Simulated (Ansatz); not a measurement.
Program: Ansatz.

input.yaml

```yaml
crystal:
  lattice:
    - [5.5970807505, 0.1547263404, -0.0109752975]
    - [0.1547263404, 5.5438834049, 0.0558664614]
    - [-0.0174169266, 0.0886556435, 9.4209051127]
  atoms:
    - { symbol: Ba, position: [0.00487255, 0.47717879, 0.21849214] }
    - { symbol: Ba, position: [0.49399565, -0.00811785, 0.27771965] }
    - { symbol: Cu, position: [-0.02906568, 0.0249063, -0.03246385] }
    - { symbol: W, position: [-0.00084157, -0.00569814, 0.50294608] }
    - { symbol: O, position: [0.73272368, 0.23289346, 0.48132865] }
    - { symbol: O, position: [0.22584748, 0.26024392, 0.50406562] }
    - { symbol: O, position: [0.02676042, -0.02395661, 0.30226851] }
    - { symbol: O, position: [0.28462326, 0.75554474, 0.51773814] }
    - { symbol: O, position: [-0.03579808, -0.0150949, 0.69836014] }
    - { symbol: O, position: [0.25810704, 0.23703659, -0.03332338] }
    - { symbol: Ba, position: [0.50719807, 0.01396009, 0.75473944] }
    - { symbol: Ba, position: [-0.02214892, 0.50113798, 0.73870313] }
    - { symbol: Cu, position: [0.49913621, 0.49375656, 0.48759845] }
    - { symbol: W, position: [0.48844696, 0.52604145, -0.01293323] }
    - { symbol: O, position: [0.22944025, 0.74779909, -0.0371381] }
    - { symbol: O, position: [0.71708209, 0.79676225, -0.00321485] }
    - { symbol: O, position: [0.51968412, 0.5053016, 0.78876105] }
    - { symbol: O, position: [0.74708522, 0.25935701, -0.00173612] }
    - { symbol: O, position: [0.43209527, 0.49226754, 0.18407431] }
    - { symbol: O, position: [0.76365703, 0.73933776, 0.4979638] }
basis:
  ecutwfc: 420.0
kpoints:
  mp_grid: { grid: [2, 2, 1] }
hamiltonian:
  xc: pbe
scf:
  occupations: { method: fermi_dirac, width: 0.05 }
  lower_state_search: "off"
  max_iter: 86
md:
  timestep: 1
  n_steps: 25
  ensemble: nvt_langevin
  temperature: 1120.0
  initial_velocities: maxwell_boltzmann
  seed: 925407
  friction: 0.005
  dt: 0.5
```

Run as:

```bash
$ ansatz run input.yaml --threads 1 --pin off --max-ram 3072MiB --backend cpu --events-out ev --progress --plain --runs-dir out
```

Question: Does this input run?

Answer: The input was rejected before any iteration.

```
Error: YAML parse error: error: line 45 column 3: unknown field `dt`, expected one of timestep, n_steps, ensemble, temperature, temperature_schedule, friction, pressure, stress_2d, fix_cell, beads, quantum_up_to, nose_hoover, initial_velocities, initial_site_velocities, seed, constraints, density_extrapolation, masses
  --> <input>:45:3
   |
43 |   seed: 925407
44 |   friction: 0.005
45 |   dt: 0.5
   |   ^ unknown field `dt`, expected one of timestep, n_steps, ensemble, temperature, temperature_schedule, friction, pressure, stress_2d, fix_cell, beads, quantum_up_to, nose_hoover, initial_velocities, initial_site_velocities, seed, constraints, density_extrapolation, masses
46 | checkpoint: { write: ck, compress: false, write_wavefunctions: fals…
```
